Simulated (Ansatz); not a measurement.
**SiSe (SMILES [Si][Se]): CCSDT(Q)/STO-3G**

What is the electronic atomisation energy of SiSe at CCSDT(Q)/STO-3G? 

Program for the calculation: Ansatz 0.2.0.

### Step 1. Starting point

SiSe has 2 atoms, charge 0, and is taken as a singlet. As SMILES, `[Si][Se]`. Geometry: a GFN2-xTB relaxation, a rough one for these elements and not checked as a minimum.

Bond lengths: Si1–Se2 2.125 Å.

### Step 2. A single-point energy at CCSDT(Q)/STO-3G

job.yaml reads:

```yaml
crystal:
  periodic: [false, false, false]
  atoms:
    - symbol: Si
      position_ang: [0.000000, 0.000000, 0.000000]
    - symbol: Se
      position_ang: [0.000000, 0.000000, 2.124530]
basis:
  gaussian:
    orbitals: STO-3G
correlation:
  method: ccsdt_q
  frozen_orbitals: {Se: 9, Si: 5}
accuracy: high
scf:
  omitted_lower_state_checks: [cluster_reference, increment]
```

Launch:

```sh
$ ansatz run job.yaml --threads 1 --pin off --max-ram 2610MiB --events-out events.jsonl --progress --plain --runs-dir runs
```

What it wrote (excerpt; [...] marks lines left out):

```text
Warning: RAYON_NUM_THREADS=1 ignored (pool sized by the plan → 1); use --threads N
Functional definition: HF
  name "HF"
[...]
372 factors; integrals over basis functions are off by at most 2.4e-8 eV
[...]
mean field -72358.92160392 eV, -2659.1413223053 hartree, gradient 3.6e-8 eV, S^2 0.000000; 0 other end points of the search recorded, 0 dependent functions left out
14 core orbitals not correlated: weight in the atoms' cores, before any rotation towards them, 1.000 or more for the frozen orbitals, at most 0.000 for the correlated occupied ones
reference -72358.92160392 eV, -2659.1413223053 hartree; 10, 10 occupied and 3, 3 virtual orbitals, 372 factors
second order -2.15596234 eV of doubles, -0.00000000 eV of singles
cycle   1  -1.93853646 eV  change    2.2e-1 eV  update   2.0e-1
[...]
cycle  27  -2.58125422 eV  change   1.7e-10 eV  update   2.0e-9
perturbative correction 0.01306899 eV, 0.0004802764 hartree
Total energy: -72361.48978915 eV, -2659.2357013718 hartree
Checks for a lower state left out: cluster_reference, increment
```

Wall time 0.85 s (1 thread of Arm Neoverse V1, shared host).

### Step 3. The Se atom

job.yaml reads:

```yaml
crystal:
  periodic: [false, false, false]
  atoms:
    - symbol: Se
      position_ang: [0.000000, 0.000000, 0.000000]
basis:
  gaussian:
    orbitals: STO-3G
total_charge: 0
magnetization:
  spin_polarized: true
  initial_magnetization: 2
correlation:
  method: ccsdt_q
  frozen_orbitals: {Se: 9}
accuracy: high
scf:
  omitted_lower_state_checks: [cluster_reference, increment]
```

Run the same way, it converges to -2373.52735 Eh (log not shown).

### Step 4. The Si atom at the same level

job.yaml reads:

```yaml
crystal:
  periodic: [false, false, false]
  atoms:
    - {symbol: Si, position_ang: [0.000000, 0.000000, 0.000000]}
basis:
  gaussian:
    orbitals: STO-3G
correlation:
  method: ccsdt_q
  frozen_orbitals: {Si: 5}
accuracy: high
scf:
  omitted_lower_state_checks: [cluster_reference, increment]
magnetization:
  spin_polarized: true
  initial_magnetization: 2
```

Run the same way, it converges to -285.47963 Eh (log not shown).

### Step 5. What came out

At CCSDT(Q)/STO-3G, 14 core orbitals frozen:

```
                                              quantity           value
                                molecule: total energy  -2659.23570 Eh
molecule: correlation energy (14 core orbitals frozen)       -94.4 mEh
                               molecule: T1 diagnostic           0.027
                                 Se atom: total energy  -2373.52735 Eh
  Se atom: correlation energy (9 core orbitals frozen)         0.0 mEh
            Se atom: ⟨S²⟩ of the reference determinant           2.000
                                Se atom: T1 diagnostic           0.000
                                 Si atom: total energy   -285.47963 Eh
  Si atom: correlation energy (5 core orbitals frozen)       -13.4 mEh
            Si atom: ⟨S²⟩ of the reference determinant           2.000
                                Si atom: T1 diagnostic           0.000
                         electronic atomisation energy        6.224 eV
```

Taking the molecule apart into free atoms costs 6.22 eV (144 kcal/mol), before zero-point energy and without spin-orbit coupling. In a minimal basis such a difference can be off by several eV, whatever the method. The T1 diagnostic (molecule) of 0.027 is above the customary mark for such species, so a single reference may not serve.
